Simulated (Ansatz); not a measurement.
## Molecular dynamics of TeH2O4

Input:

```yaml
accuracy: low
crystal:
  lattice:
    - [6.067989, 0.0, 0.0]
    - [0.0, 5.069814, 0.0]
    - [-2.036165, 0.0, 4.970045]
  atoms:
    - { symbol: Te, position: [0.001994, 0.250541, 0.474906] }
    - { symbol: Te, position: [0.001994, 0.749459, 0.974906] }
    - { symbol: H, position: [0.620841, 0.073339, 0.494919] }
    - { symbol: H, position: [0.380809, 0.514465, 0.248069] }
    - { symbol: H, position: [0.380809, 0.485535, 0.748069] }
    - { symbol: H, position: [0.620841, 0.926661, 0.994919] }
    - { symbol: O, position: [0.66926, 0.118781, 0.339402] }
    - { symbol: O, position: [0.332124, 0.616122, 0.073642] }
    - { symbol: O, position: [0.332124, 0.383878, 0.573642] }
    - { symbol: O, position: [0.66926, 0.881219, 0.839402] }
    - { symbol: O, position: [0.111992, 0.937691, 0.325656] }
    - { symbol: O, position: [0.894906, 0.432038, 0.121146] }
    - { symbol: O, position: [0.894906, 0.567962, 0.621146] }
    - { symbol: O, position: [0.111992, 0.062309, 0.825656] }
basis:
  ecutwfc: 420.0
kpoints:
  mp_grid: { grid: [2, 2, 2] }
hamiltonian:
  xc: pbesol
scf:
  occupations: { method: fermi_dirac, width: 0.05 }
  lower_state_search: "off"
md:
  timestep: 0.5
  n_steps: 400
  ensemble: nve
  temperature: 800.0
  initial_velocities: maxwell_boltzmann
  seed: 57900
```

Command:

```bash
$ ansatz run input.yaml --threads 1 --pin off --max-ram 3072MiB --backend cpu --events-out ev --progress --plain --runs-dir out
```

It starts from an unrelaxed structure (largest force component 0.76 eV/Å).

Output, in part (step lines):

```
md step     0: t =     0.00 fs  T =   800.0 K  F+E_penalty+E_count = -18345.06515415 eV  E_kin = 1.344304 eV  conserved = -18343.72085016 eV  (10 SCF iters)
md step     1: t =     0.50 fs  T =   796.7 K  F+E_penalty+E_count = -18345.05956937 eV  E_kin = 1.338820 eV  conserved = -18343.72074906 eV  (9 SCF iters)
md step     2: t =     1.00 fs  T =   776.1 K  F+E_penalty+E_count = -18345.02423242 eV  E_kin = 1.304070 eV  conserved = -18343.72016265 eV  (9 SCF iters)
md step     3: t =     1.50 fs  T =   743.5 K  F+E_penalty+E_count = -18344.96854074 eV  E_kin = 1.249398 eV  conserved = -18343.71914318 eV  (9 SCF iters)
md step     4: t =     2.00 fs  T =   708.5 K  F+E_penalty+E_count = -18344.90857866 eV  E_kin = 1.190617 eV  conserved = -18343.71796127 eV  (9 SCF iters)
md step     5: t =     2.50 fs  T =   681.7 K  F+E_penalty+E_count = -18344.86263954 eV  E_kin = 1.145526 eV  conserved = -18343.71711367 eV  (6 SCF iters)
md step     6: t =     3.00 fs  T =   670.4 K  F+E_penalty+E_count = -18344.84365048 eV  E_kin = 1.126604 eV  conserved = -18343.71704692 eV  (4 SCF iters)
md step     7: t =     3.50 fs  T =   675.3 K  F+E_penalty+E_count = -18344.85257759 eV  E_kin = 1.134767 eV  conserved = -18343.71781095 eV  (4 SCF iters)
[... lines left out ...]
md step   399: t =   199.50 fs  T =   302.7 K  F+E_penalty+E_count = -18344.22673613 eV  E_kin = 0.508650 eV  conserved = -18343.71808611 eV  (4 SCF iters)
md step   400: t =   200.00 fs  T =   321.4 K  F+E_penalty+E_count = -18344.25970357 eV  E_kin = 0.540098 eV  conserved = -18343.71960568 eV  (9 SCF iters)
```

The steps, from the saved trajectory:

```tsv
time (fs)	T (K)	potential energy less start (eV)	conserved less start (meV/atom)
0.0	800	0.000	0.00
6.5	608	0.325	0.14
13.0	486	0.531	0.25
19.5	565	0.395	0.00
26.0	423	0.636	0.16
32.5	325	0.802	0.24
39.0	371	0.722	0.07
45.5	491	0.521	0.15
52.0	496	0.512	0.16
58.5	415	0.648	0.09
65.0	406	0.666	0.23
71.5	450	0.590	0.17
78.0	610	0.320	0.04
84.5	657	0.242	0.13
91.0	529	0.458	0.22
97.5	541	0.435	0.00
104.0	412	0.653	0.08
110.5	324	0.802	0.21
117.0	310	0.827	0.20
123.5	265	0.902	0.17
130.0	509	0.491	0.08
136.5	554	0.415	0.08
143.0	579	0.374	0.15
149.5	468	0.561	0.26
156.0	534	0.448	0.09
162.5	493	0.518	0.15
169.0	353	0.755	0.29
175.5	480	0.540	0.12
182.0	515	0.480	0.08
188.5	476	0.547	0.24
195.0	428	0.627	0.12
```

The run went to its last step. The conserved energy stayed within 0.31 meV per atom of its start (net change 0.089 meV per atom), so the integration is sound. The temperature averaged 0.56 of the 800 K drawn at the start: a run that starts near a minimum puts about half its kinetic energy into the potential. A run of 0.2 ps of so small a system gives no equilibrium averages. Limits of this set-up: coarse k mesh, low accuracy level.

Mean squared displacements from the first frame to the last, about the centre of mass: Te 0.01 Å², H 0.10 Å², O 0.37 Å².

Last frame:

```xyz
14
Lattice="6.0680 0.0000 0.0000 0.0000 5.0698 0.0000 -2.0362 0.0000 4.9700" Properties=species:S:1:pos:R:3
Te -0.880 1.276 2.376
Te -2.020 3.811 4.801
H 2.916 0.675 2.685
H 1.497 2.583 1.340
H 0.673 2.442 3.604
H 1.683 4.728 4.657
O 3.469 0.527 1.859
O 1.656 3.010 0.461
O 0.815 1.925 2.821
O 2.461 4.507 4.067
O -0.003 5.371 1.044
O 5.095 2.865 1.153
O 3.989 2.196 3.650
O -0.888 -0.274 3.669
```

Run time: 17 min on 1 thread of Arm Neoverse V1, with other jobs on the host, peak memory 0.43 GiB.
